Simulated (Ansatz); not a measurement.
# Rb₃Hg, space group Pm-3m: Fermi-surface readings

With the Python package of Ansatz (0.2.0).

The script reads `rb3hg.cif`:
```cif
data_Rb3Hg
_cell_length_a 6.330224
_cell_length_b 6.330224
_cell_length_c 6.330224
_cell_angle_alpha 90.00000
_cell_angle_beta 90.00000
_cell_angle_gamma 90.00000
_symmetry_space_group_name_H-M 'P 1'
_symmetry_Int_Tables_number 1
loop_
_symmetry_equiv_pos_as_xyz
'x, y, z'
loop_
_atom_site_label
_atom_site_type_symbol
_atom_site_fract_x
_atom_site_fract_y
_atom_site_fract_z
Rb1 Rb    0.000000    0.500000    0.500000
Rb2 Rb    0.500000    0.000000    0.500000
Rb3 Rb    0.500000    0.500000    0.000000
Hg4 Hg    0.000000    0.000000    0.000000
```

The cells in order, each with its output:

```python
import warnings

import ansatz as az
from ase.io import read
```

```python
FUNCTIONAL = 'lda'
KMESH = (4, 4, 4)
FILLING = 'Fermi-Dirac'
```

```python
warnings.simplefilter('ignore', az.DeckWarning)
```

```python
atoms = read('rb3hg.cif')
xtal = az.Crystal.from_ase(atoms)
```

```python
calc = (
    xtal.calculation()
    .functional(FUNCTIONAL)
    .kpoints(*KMESH, center='gamma')
    .occupations(FILLING, width=100 * az.meV)
    .eigenstates(nscf_kmesh=(6, 6, 6), level_slopes=True)
)
surface = calc.run().fermi_surface().to_plain()
for way, reading in surface.items():
    if reading:
        rho_lambda = [f'{v:.3e}' for v in reading['resistivity_times_mean_free_path_ohm_m2']]
        print(f'{way:24s} area {reading["spin_summed_area_per_ang2"]:8.3f} 1/A^2  rho*lambda (ohm m^2) {rho_lambda}')
```

    by_tetrahedra            area    8.042 1/A^2  rho*lambda (ohm m^2) ['3.801e-15', '3.801e-15', '3.801e-15']
    by_slopes                area    5.827 1/A^2  rho*lambda (ohm m^2) ['5.246e-15', '5.246e-15', '5.246e-15']
    on_every_second_point    area    6.478 1/A^2  rho*lambda (ohm m^2) ['4.719e-15', '4.719e-15', '4.719e-15']

Notes:
- The mesh is modest for a metal, so energies can be off by several to tens of meV an atom and pressures by half a GPa or more; differences at equal mesh fare better.
- Spin-orbit coupling, which matters for elements this heavy, is left out.
- This cell is a computed structure, which may not be the phase found in nature.
- The three readings differ by the mesh error.
- Run time: 9.5 s on 1 thread of Arm Neoverse V2, with other jobs on the host, peak memory 0.52 GiB.
